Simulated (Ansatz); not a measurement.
**BH3 (borane) at r2SCAN/def2-TZVPPD**

Aim: the electronic atomisation energy of BH3 (borane) at r2SCAN/def2-TZVPPD, from 3 runs. 

Program for the calculation: Ansatz 0.2.0.

32 further runs of the same task are left out: 32 set aside as unsound or not needed.

**1. The structure to begin with**

BH3 has 4 atoms, charge 0, and is taken as a singlet. SMILES: `B`. The coordinates come from a PBE0-D4/def2-TZVP relaxation.

Bond lengths: B1–H2 1.193 Å, B1–H3 1.193 Å, B1–H4 1.193 Å. Angles: H2–B1–H3 120.0°, H2–B1–H4 120.0°, H3–B1–H4 120.0°.

**2. A single-point energy at r2SCAN/def2-TZVPPD**

in.yaml

```yaml
crystal:
  periodic: [false, false, false]
  atoms:
    - {symbol: B, position_ang: [0.013900, -0.015100, -0.005100]}
    - {symbol: H, position_ang: [0.982200, 0.381700, 0.568800]}
    - {symbol: H, position_ang: [-0.276200, -1.171800, 0.043000]}
    - {symbol: H, position_ang: [-0.664400, 0.744900, -0.626900]}
basis:
  gaussian: {orbitals: def2-TZVPPD.json}
magnetization: {spin_polarized: false}
hamiltonian: {xc: r2scan}
accuracy: high
output: {orbitals: {seedname: orbitals}}
```

The basis set def2-TZVPPD is read from a file made from the Basis Set Exchange's data (not shown).

Launch:

```console
$ ansatz run in.yaml --threads 1 --pin off --max-ram 3480MiB --events-out events.jsonl --progress --plain --runs-dir runs
```

What it wrote:

```text
Warning: RAYON_NUM_THREADS=1 ignored (pool sized by the plan → 1); use --threads N
Functional definition: r2SCAN
  name "r2SCAN"
  parameter k0 = 0.174
  parameter k1 = 0.065
  parameter a1 = 4.9479
  exchange = r2scan_x(k0 = k0, k1 = k1, a1 = a1)
  correlation = r2scan_c
1349 factors; integrals over basis functions are off by at most 2.9e-9 eV
mean field evaluation 1: about -722.4089 eV, gradient 1.7e1 eV
mean field evaluation 2: about -722.9721 eV, gradient 1.2e1 eV
mean field evaluation 4: about -723.4524 eV, gradient 5.1e-2 eV
mean field evaluation 8: about -723.4521 eV, gradient 7.5e-4 eV
mean field evaluation 16: about -723.4521 eV, gradient 1.8e-8 eV
mean field -723.45214003 eV, -26.5863757727 hartree, gradient 1.8e-8 eV, S^2 0.000000; 0 other end points of the search recorded, 0 dependent functions left out
reference -723.45214092 eV, -26.5863758055 hartree; 4, 4 occupied and 84, 84 virtual orbitals, 1349 factors
Total energy: -723.45214092 eV, -26.5863758055 hartree
```

Run time: 2.5 s. Hardware: 1 thread of Arm Neoverse V2, shared host; peak memory 0.17 GiB.

**3. The B atom at the same level**

input.yaml

```yaml
crystal:
  periodic: [false, false, false]
  atoms:
    - symbol: B
      position_ang: [0.000000, 0.000000, 0.000000]
basis:
  gaussian: {orbitals: def2-TZVPPD.json}
accuracy: high
magnetization: {spin_polarized: true, initial_magnetization: 1}
hamiltonian: {xc: r2scan}
```

The basis set def2-TZVPPD is read from a file made from the Basis Set Exchange's data (not shown).

Run the same way, it converges to -24.63682 Eh (log not shown).

**4. The H atom, same level**

job.yaml

```yaml
crystal:
  periodic: [false, false, false]
  atoms:
    - {symbol: H, position_ang: [0.000000, 0.000000, 0.000000]}
basis:
  gaussian:
    orbitals: def2-TZVPPD.json
accuracy: high
hamiltonian:
  xc: r2scan
magnetization:
  spin_polarized: true
  initial_magnetization: 1
```

The basis set def2-TZVPPD is read from a file made from the Basis Set Exchange's data (not shown).

Run the same way, it converges to -0.49993 Eh (log not shown).

**5. What came out**

Level: r2SCAN/def2-TZVPPD.

| quantity | value |
| --- | --- |
| molecule: total energy | -26.58638 Eh |
| molecule: HOMO energy | -8.82 eV |
| molecule: LUMO energy | -2.55 eV |
| molecule: HOMO–LUMO gap | 6.27 eV |
| B atom: total energy | -24.63682 Eh |
| B atom: ⟨S²⟩ | 0.758 |
| H atom: total energy | -0.49993 Eh |
| H atom: ⟨S²⟩ | 0.750 |
| electronic atomisation energy | 12.239 eV |

**Reading.** Taking the molecule apart into free atoms costs 12.24 eV (282 kcal/mol), before zero-point energy and without spin-orbit coupling.
